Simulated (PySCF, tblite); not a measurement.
# C₅H₁₀F₂: a rotation path, then NMR shifts on frames

Aim: move C₅H₁₀F₂ (`C[C@H](F)C[C@@H](C)F`) away from its starting geometry and see how NMR shifts follow the geometry.

The runs use tblite 0.8.0 and PySCF 2.14.0, with density-fitted response routines of our own; the level of theory stands in each step. All values are computed, except where a source is named. Atoms are numbered from 0 throughout.

### 1 Starting geometry

17 atoms, charge 0, multiplicity 1; geometry from: GFN2-xTB.

Bonds of the start (Å): C0–C1 1.52, C1–F2 1.39, C1–C3 1.53, C3–C4 1.53, C4–C5 1.52, C4–F6 1.39, C0–H7 1.09, C0–H8 1.09, C0–H9 1.09, C1–H10 1.10, C3–H11 1.09, C3–H12 1.09, C4–H13 1.10, C5–H14 1.09, C5–H15 1.09, C5–H16 1.09.

### 2 A band between two rotamers with GFN2-xTB

Job settings and geometry (Å):

```
{"job": {"kind": "neb", "xc": "GFN2-xTB", "basis": "xTB", "atoms": [1, 3, 4, 6], "turn": 120}, "charge": 0, "multiplicity": 1}
C     -2.280679     0.062516    -0.605178
C     -0.781315    -0.163701    -0.491265
F     -0.489028    -1.431121    -0.972443
C     -0.287415    -0.055732     0.947839
C      1.188651    -0.424281     1.104167
C      2.145164     0.524771     0.400846
F      1.475997    -0.409522     2.461186
H     -2.596738    -0.056934    -1.638429
H     -2.530443     1.064969    -0.270672
H     -2.812514    -0.662546     0.006076
H     -0.235776     0.527774    -1.145946
H     -0.443866     0.965309     1.299330
H     -0.872600    -0.728520     1.578953
H      1.357388    -1.458239     0.778808
H      2.073674     0.398820    -0.674713
H      3.163876     0.302594     0.708743
H      1.918626     1.555873     0.662463
```

Level: GFN2-xTB climbing-image nudged elastic band, gas phase.

Command:

```
$ OMP_NUM_THREADS=1 python probes_run.py task.json out
```

The driver reads the jobs from task.json and runs them one after another.

Output:

```text
image   E - E0 / eV
  0      -0.0000
  1       0.0096
  2       0.0354
  3       0.0680
  4       0.0952
  5       0.1093
  6       0.1110
  7       0.1090
  8       0.1011
```

Wall time 3.4 s (1 thread of Arm Neoverse N1, shared host); peak memory 0.18 GiB.

The final band, with the dihedral C1–C3–C4–F6:

| image | dihedral (°) | energy (eV) | energy (kcal/mol) |
| --- | --- | --- | --- |
| 0 | -174 | 0.000 | 0.0 |
| 1 | -161 | 0.010 | 0.2 |
| 2 | -148 | 0.035 | 0.8 |
| 3 | -136 | 0.068 | 1.6 |
| 4 | -123 | 0.095 | 2.2 |
| 5 | -111 | 0.109 | 2.5 |
| 6 | -98 | 0.111 | 2.6 |
| 7 | -85 | 0.109 | 2.5 |
| 8 | -74 | 0.101 | 2.3 |

### 3 Nuclear shieldings: image 0, PBE0/pcSseg-1

Job settings and geometry (Å):

```
{"job": {"kind": "nmr", "xc": "PBE0", "basis": "pcSseg-1", "pop": false}, "charge": 0, "multiplicity": 1}
C     -2.280700     0.062500    -0.605200
C     -0.781300    -0.163700    -0.491300
F     -0.489000    -1.431100    -0.972400
C     -0.287400    -0.055700     0.947800
C      1.188700    -0.424300     1.104200
C      2.145200     0.524800     0.400800
F      1.476000    -0.409500     2.461200
H     -2.596700    -0.056900    -1.638400
H     -2.530400     1.065000    -0.270700
H     -2.812500    -0.662500     0.006100
H     -0.235800     0.527800    -1.145900
H     -0.443900     0.965300     1.299300
H     -0.872600    -0.728500     1.579000
H      1.357400    -1.458200     0.778800
H      2.073700     0.398800    -0.674700
H      3.163900     0.302600     0.708700
H      1.918600     1.555900     0.662500
```

Method: GIAO PBE0/pcSseg-1 NMR shielding, non-relativistic, gas phase.

Output:

```text
coarse grid: 13808 points
cycle   1  E = -395.6334881914  dE =  5.833e-01  |g| = 6.831e-01  |ddm| = 3.344e+00
cycle   2  E = -395.5855107315  dE =  4.798e-02  |g| = 9.194e-01  |ddm| = 1.110e+00
cycle   3  E = -395.7161615086  dE = -1.307e-01  |g| = 8.649e-02  |ddm| = 6.650e-01
cycle   4  E = -395.7175198423  dE = -1.358e-03  |g| = 3.140e-02  |ddm| = 7.717e-02
cycle   5  E = -395.7177368957  dE = -2.171e-04  |g| = 3.353e-03  |ddm| = 2.679e-02
cycle   6  E = -395.7177389532  dE = -2.058e-06  |g| = 1.061e-03  |ddm| = 3.147e-03
final grid: 132968 points
cycle   7  E = -395.7742053603  dE = -6.004e-05  |g| = 9.476e-03  |ddm| = 3.118e-02
cycle   8  E = -395.7741935784  dE =  1.178e-05  |g| = 1.264e-02  |ddm| = 1.598e-02
cycle   9  E = -395.7742257179  dE = -3.214e-05  |g| = 1.368e-03  |ddm| = 8.814e-03
cycle  10  E = -395.7742260204  dE = -3.025e-07  |g| = 2.368e-04  |ddm| = 1.154e-03
cycle  11  E = -395.7742260297  dE = -9.282e-09  |g| = 3.308e-05  |ddm| = 1.666e-04
cycle  12  E = -395.7742260299  dE = -2.181e-10  |g| = 1.283e-05  |ddm| = 4.038e-05
converged SCF energy = -395.7742260299

GIAO shielding tensors (ppm)
atom      isotropic    diamagn.    paramagn.     s11        s22        s33       span
  0 C      162.398     247.474     -85.076    145.359    154.523    187.313     41.954
  1 C       96.743     244.579    -147.836     59.487     80.735    150.006     90.519
  2 F      388.476     476.372     -87.896    375.660    385.985    403.784     28.124
  3 C      137.896     251.721    -113.825    118.526    134.424    160.737     42.211
  4 C       96.628     244.405    -147.777     57.027     77.308    155.548     98.520
  5 C      164.669     249.512     -84.843    152.874    155.226    185.906     33.031
  6 F      378.044     471.765     -93.722    331.364    392.285    410.482     79.118
  7 H       29.940      28.467       1.473     25.964     27.340     36.515     10.551
  8 H       30.726      29.396       1.330     26.583     28.854     36.742     10.159
  9 H       30.275      29.271       1.004     26.672     28.948     35.204      8.532
 10 H       27.084      32.376      -5.291     25.012     27.156     29.085      4.072
 11 H       30.341      32.683      -2.342     26.771     30.668     33.586      6.815
 12 H       29.392      32.002      -2.610     25.733     29.854     32.589      6.856
 13 H       26.576      30.857      -4.282     23.767     27.062     28.898      5.132
 14 H       30.335      31.082      -0.746     25.770     29.676     35.560      9.789
 15 H       29.909      28.108       1.801     26.080     27.285     36.362     10.282
 16 H       30.617      30.429       0.188     27.162     29.151     35.538      8.376
```

It took 30 s on 1 thread of Arm Neoverse N1, shared host; peak memory 0.76 GiB.

Shifts follow as δ = σ(reference) − σ, with reference shieldings (ppm) from runs at the same level and on the same kind of geometry: 1H TMS 31.72, 13C TMS 186.9, 19F CFCl3 170.9. The references are single molecules in the gas phase, so shifts against H2O, NH3, PH3, H3PO4 or CFCl3 are not on the usual liquid scales and can be off by tens of ppm. Each atom is listed at this fixed geometry, with no averaging over motion; a spectrum would average atoms that exchange fast.

| atoms | environment | σ (ppm) | δ (ppm) |
| --- | --- | --- | --- |
| C4 | sp3 CH bonded to F | 96.6 | 90.3 |
| C1 | sp3 CH bonded to F | 96.7 | 90.2 |
| C3 | sp3 CH2 | 137.9 | 49.0 |
| C0 | methyl carbon | 162.4 | 24.5 |
| C5 | methyl carbon | 164.7 | 22.3 |
| H13 | hydrogen on an sp3 CH bonded to F | 26.58 | 5.14 |
| H10 | hydrogen on an sp3 CH bonded to F | 27.08 | 4.63 |
| H12 | hydrogen on an sp3 CH2 | 29.39 | 2.32 |
| H15 | hydrogen on a methyl carbon | 29.91 | 1.81 |
| H7 | hydrogen on a methyl carbon | 29.94 | 1.78 |
| H9 | hydrogen on a methyl carbon | 30.27 | 1.44 |
| H14 | hydrogen on a methyl carbon | 30.34 | 1.38 |
| H11 | hydrogen on an sp3 CH2 | 30.34 | 1.38 |
| H16 | hydrogen on a methyl carbon | 30.62 | 1.10 |
| H8 | hydrogen on a methyl carbon | 30.73 | 0.99 |
| F6 | fluorine on an sp3 carbon | 378.0 | -207.1 |
| F2 | fluorine on an sp3 carbon | 388.5 | -217.5 |

### 4 NMR shieldings: image 3, PBE0/pcSseg-1

Job settings and geometry (Å):

```
{"job": {"kind": "nmr", "xc": "PBE0", "basis": "pcSseg-1", "pop": false}, "charge": 0, "multiplicity": 1}
C     -2.363500     0.023500    -0.567700
C     -0.891800    -0.365000    -0.537400
F     -0.800800    -1.741100    -0.664800
C     -0.220600     0.062800     0.765400
C      1.228100    -0.423400     0.900900
C      2.260800     0.667700     0.668000
F      1.405000    -0.909700     2.187500
H     -2.819900    -0.307700    -1.496700
H     -2.466700     1.100900    -0.485500
H     -2.883400    -0.450000     0.261600
H     -0.357900     0.040900    -1.407100
H     -0.262300     1.150400     0.830400
H     -0.787800    -0.352400     1.601400
H      1.404600    -1.285300     0.245200
H      2.266700     0.963200    -0.376300
H      3.248100     0.302400     0.939300
H      2.034500     1.534700     1.285600
```

With the program's defaults for keys left out, this is: GIAO PBE0/pcSseg-1 NMR shielding, non-relativistic, gas phase.

Output:

```text
coarse grid: 13808 points
cycle   1  E = -395.6299305644  dE =  5.821e-01  |g| = 6.858e-01  |ddm| = 3.342e+00
cycle   2  E = -395.5800470865  dE =  4.988e-02  |g| = 9.286e-01  |ddm| = 1.109e+00
cycle   3  E = -395.7136255736  dE = -1.336e-01  |g| = 8.689e-02  |ddm| = 6.613e-01
cycle   4  E = -395.7149963476  dE = -1.371e-03  |g| = 3.148e-02  |ddm| = 7.692e-02
cycle   5  E = -395.7152149927  dE = -2.186e-04  |g| = 3.470e-03  |ddm| = 2.711e-02
cycle   6  E = -395.7152172326  dE = -2.240e-06  |g| = 1.171e-03  |ddm| = 3.546e-03
final grid: 132968 points
cycle   7  E = -395.7706976247  dE = -5.356e-05  |g| = 9.044e-03  |ddm| = 2.906e-02
cycle   8  E = -395.7706871708  dE =  1.045e-05  |g| = 1.203e-02  |ddm| = 1.511e-02
cycle   9  E = -395.7707162610  dE = -2.909e-05  |g| = 1.315e-03  |ddm| = 8.260e-03
cycle  10  E = -395.7707165439  dE = -2.829e-07  |g| = 2.053e-04  |ddm| = 1.076e-03
cycle  11  E = -395.7707165507  dE = -6.832e-09  |g| = 2.942e-05  |ddm| = 1.322e-04
cycle  12  E = -395.7707165509  dE = -1.556e-10  |g| = 1.390e-05  |ddm| = 3.385e-05
converged SCF energy = -395.7707165509

GIAO shielding tensors (ppm)
atom      isotropic    diamagn.    paramagn.     s11        s22        s33       span
  0 C      162.495     247.554     -85.059    146.383    153.817    187.285     40.902
  1 C       97.525     244.072    -146.547     60.360     81.448    150.767     90.407
  2 F      380.657     475.594     -94.937    369.644    385.576    386.750     17.106
  3 C      134.835     252.070    -117.235    117.582    124.839    162.085     44.504
  4 C       98.095     243.651    -145.556     59.964     78.373    155.949     95.985
  5 C      161.995     248.700     -86.705    145.136    155.433    185.418     40.282
  6 F      362.572     472.217    -109.646    286.184    392.995    408.535    122.351
  7 H       29.920      28.187       1.733     25.910     27.292     36.558     10.648
  8 H       30.786      29.576       1.210     26.516     29.053     36.789     10.273
  9 H       30.281      29.291       0.989     26.790     28.962     35.089      8.299
 10 H       27.196      31.948      -4.752     25.202     26.345     30.041      4.840
 11 H       30.224      33.652      -3.428     26.021     31.884     32.767      6.746
 12 H       29.372      32.498      -3.126     25.531     30.566     32.019      6.487
 13 H       26.578      31.005      -4.427     24.392     26.106     29.237      4.845
 14 H       30.577      30.712      -0.135     26.659     29.029     36.045      9.386
 15 H       29.996      27.909       2.087     26.029     27.372     36.587     10.559
 16 H       30.418      29.764       0.654     26.897     29.159     35.199      8.302
```

It took 28 s on 1 thread of Arm Neoverse N1, shared host; peak memory 0.78 GiB.

This run: δ C1 89.4, C4 88.8, C3 52.1, C5 24.9, H13 5.14, H10 4.52 ppm.

[end of part 1 of 2]
